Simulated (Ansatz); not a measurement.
**GaSb3 in Ansatz: convergence with scf exx energy threshold**

Crystal: GaSb3.

```
CELL_PARAMETERS angstrom
0.00000 3.73060 3.73060
3.73060 0.00000 3.73060
3.73060 3.73060 0.00000
ATOMIC_POSITIONS crystal
Sb 0.50000 0.50000 0.50000
Sb 0.75000 0.75000 0.75000
Sb 0.25000 0.25000 0.25000
Ga 0.00000 0.00000 0.00000
```

The cell comes from a database or a generator and needn't be the stable form of this composition.

| Quantity | Value |
| --- | --- |
| Program | Ansatz 0.2.0 |
| Task | convergence study |
| Functional | HSE06 |
| Potentials or basis | Ansatz PAW |
| Cutoff | 420 eV (not typed: the program's choice for these potentials) |
| k mesh | 3 × 3 × 3 |
| Occupations | gaussian, width 0.1 eV |
| Spin | no spin polarisation |

These are the settings of the first run; the series varies scf exx energy threshold, with any setting tied to it.

Hardware: 2 threads of Arm Neoverse V1, on a shared host.

```csv
scf exx energy threshold,"energy less the tightest run, at zero smearing (meV/atom)",SCF cycles,CPU time (s),peak memory (GiB)
0.01,0.00,17,32,0.84
0.001,0.00,17,32,0.85
0.0001,0.00,17,32,0.85
1e-05,0.00,17,32,0.85
1e-06,0.00,18,32,0.85
1e-07,0.00,21,36,0.85
```

Against the tightest run, the energy stays within 1 meV/atom from 0.01 on. The tightest run that finished is the yardstick and may itself not be fully converged.

Caveat, for the tightest run too: the k mesh is coarse (spacing up to 0.49 Å⁻¹), so the values aren't converged, least of all with exact exchange. Spin-orbit coupling is left out, which matters for the levels of Sb.
